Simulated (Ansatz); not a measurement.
**SiH3I (SMILES [SiH3]I) at r2SCAN/def2-TZVP (core potential)**

What is the electronic atomisation energy of SiH3I at r2SCAN/def2-TZVP (core potential)? 

The calculation is run with Ansatz 0.2.0.

43 further runs of the same task are left out: 12 that didn't finish, 31 set aside as unsound or not needed.

### 1 Starting point

SiH3I: 5 atoms, total charge 0, spin state singlet. SMILES: `[SiH3]I`. The shape is that of a PBE0-D4/def2-TZVP optimisation.

Bond lengths: Si1–I2 2.439 Å, Si1–H3 1.481 Å, Si1–H4 1.481 Å, Si1–H5 1.481 Å. Angles: I2–Si1–H3 108.5°, I2–Si1–H4 108.5°, I2–Si1–H5 108.4°, H3–Si1–H4 110.5°, H3–Si1–H5 110.5°, H4–Si1–H5 110.5°.

### 2 A single-point energy at r2SCAN/def2-TZVP (core potential)

molecule.yaml reads:

```yaml
crystal:
  periodic: [false, false, false]
  atoms:
    - symbol: Si
      position_ang: [-0.165600, 0.069300, -0.077300]
    - symbol: I
      position_ang: [1.907700, -0.923300, 0.737800]
    - symbol: H
      position_ang: [-1.144400, 0.089000, 1.033900]
    - symbol: H
      position_ang: [-0.671300, -0.755700, -1.198400]
    - symbol: H
      position_ang: [0.123500, 1.447000, -0.537300]
basis:
  gaussian:
    orbitals: def2-TZVP
hamiltonian:
  xc: {name: r2SCAN}
accuracy: high
output:
  orbitals: {seedname: orbitals}
```

Started as:

```bash
$ ansatz run molecule.yaml --threads 1 --pin off --max-ram 3480MiB --events-out events.jsonl --progress --plain --runs-dir runs
```

What it wrote:

```text
Warning: RAYON_NUM_THREADS=1 ignored (pool sized by the plan → 1); use --threads N
Functional definition: r2SCAN
  name "r2SCAN"
  parameter k0 = 0.174
  parameter k1 = 0.065
  parameter a1 = 4.9479
  exchange = r2scan_x(k0 = k0, k1 = k1, a1 = a1)
  correlation = r2scan_c
1899 factors; integrals over basis functions are off by at most 3.4e-9 eV
mean field evaluation 1: about -16030.3509 eV, gradient 1.3e1 eV
mean field evaluation 2: about -16030.2868 eV, gradient 1.6e1 eV
mean field evaluation 4: about -16030.9772 eV, gradient 6.0e-1 eV
mean field evaluation 8: about -16030.9710 eV, gradient 5.7e-2 eV
mean field evaluation 16: about -16030.9710 eV, gradient 4.9e-6 eV
mean field -16030.97099138 eV, -589.1273177507 hartree, gradient 1.5e-8 eV, S^2 0.000000; 0 other end points of the search recorded, 0 dependent functions left out
reference -16030.97099211 eV, -589.1273177778 hartree; 21, 21 occupied and 84, 84 virtual orbitals, 1899 factors
Total energy: -16030.97099211 eV, -589.1273177778 hartree
```

Run time: 11 s. Hardware: 1 thread of Arm Neoverse V1, shared host; peak memory 0.29 GiB.

### 3 The H atom at the same level

molecule.yaml reads:

```yaml
crystal:
  periodic: [false, false, false]
  atoms:
    - {symbol: H, position_ang: [0.000000, 0.000000, 0.000000]}
basis:
  gaussian: {orbitals: def2-TZVP}
hamiltonian: {xc: {name: r2SCAN}}
magnetization: {spin_polarized: true, initial_magnetization: 1}
accuracy: high
```

Run the same way, it converges to -0.49993 Eh (log not shown).

### 4 The I atom, same level

job.yaml reads:

```yaml
crystal:
  periodic: [false, false, false]
  atoms:
    - {symbol: I, position_ang: [0.000000, 0.000000, 0.000000]}
basis:
  gaussian:
    orbitals: def2-TZVP
magnetization:
  spin_polarized: true
  initial_magnetization: 1
hamiltonian:
  xc: {name: r2SCAN}
accuracy: high
```

Run the same way, it converges to -297.79508 Eh (log not shown).

### 5 The Si atom, same level

molecule.yaml reads:

```yaml
crystal:
  periodic: [false, false, false]
  atoms:
    - {symbol: Si, position_ang: [0.000000, 0.000000, 0.000000]}
basis:
  gaussian:
    orbitals: def2-TZVP
magnetization:
  spin_polarized: true
  initial_magnetization: 2
hamiltonian:
  xc: r2scan
accuracy: high
```

Started as:

```bash
$ ansatz run molecule.yaml --threads 1 --pin off --max-ram 3480MiB --events-out events.jsonl --progress --plain --runs-dir runs
```

What it wrote (excerpt; [...] marks lines left out):

```text
Warning: RAYON_NUM_THREADS=1 ignored (pool sized by the plan → 1); use --threads N
[... 7 set-up lines as earlier in the session ...]
365 factors; integrals over basis functions are off by at most 3.6e-9 eV
mean field evaluation 1: about -7873.2658 eV, gradient 3.3e0 eV
mean field evaluation 2: about -7873.3702 eV, gradient 1.5e0 eV
mean field evaluation 4: about -7873.3740 eV, gradient 4.8e-1 eV
mean field evaluation 8: about -7873.3753 eV, gradient 1.6e-3 eV
mean field evaluation 16: about -7873.3753 eV, gradient 5.3e-8 eV
mean field evaluation 32: about -7873.3753 eV, gradient 9.2e-9 eV
mean field evaluation 64: about -7873.3753 eV, gradient 6.3e-6 eV
mean field evaluation 96: about -7873.2353 eV, gradient 3.6e0 eV
mean field -7873.37528950 eV, -289.3412051237 hartree, gradient 3.9e-8 eV, S^2 2.009727; 10 other end points of the search recorded, 0 dependent functions left out
reference -7873.37529213 eV, -289.3412052203 hartree; 8, 6 occupied and 29, 31 virtual orbitals, 365 factors
Total energy: -7873.37529213 eV, -289.3412052203 hartree
```

Wall time 12 s (1 thread of Arm Neoverse V1, shared host); peak memory 0.13 GiB.

### 6 Summary of results

Level: r2SCAN/def2-TZVP (core potential).

| quantity | value |
| --- | --- |
| molecule: total energy | -589.12732 Eh |
| molecule: HOMO energy | -6.90 eV |
| molecule: LUMO energy | -1.29 eV |
| molecule: HOMO–LUMO gap | 5.62 eV |
| H atom: total energy | -0.49993 Eh |
| H atom: ⟨S²⟩ | 0.750 |
| I atom: total energy | -297.79508 Eh |
| I atom: ⟨S²⟩ | 0.754 |
| Si atom: total energy | -289.34121 Eh |
| Si atom: ⟨S²⟩ | 2.010 |
| electronic atomisation energy | 13.368 eV |

What this shows: Taking the molecule apart into free atoms costs 13.37 eV (1290 kJ/mol), before zero-point energy and without spin-orbit coupling.
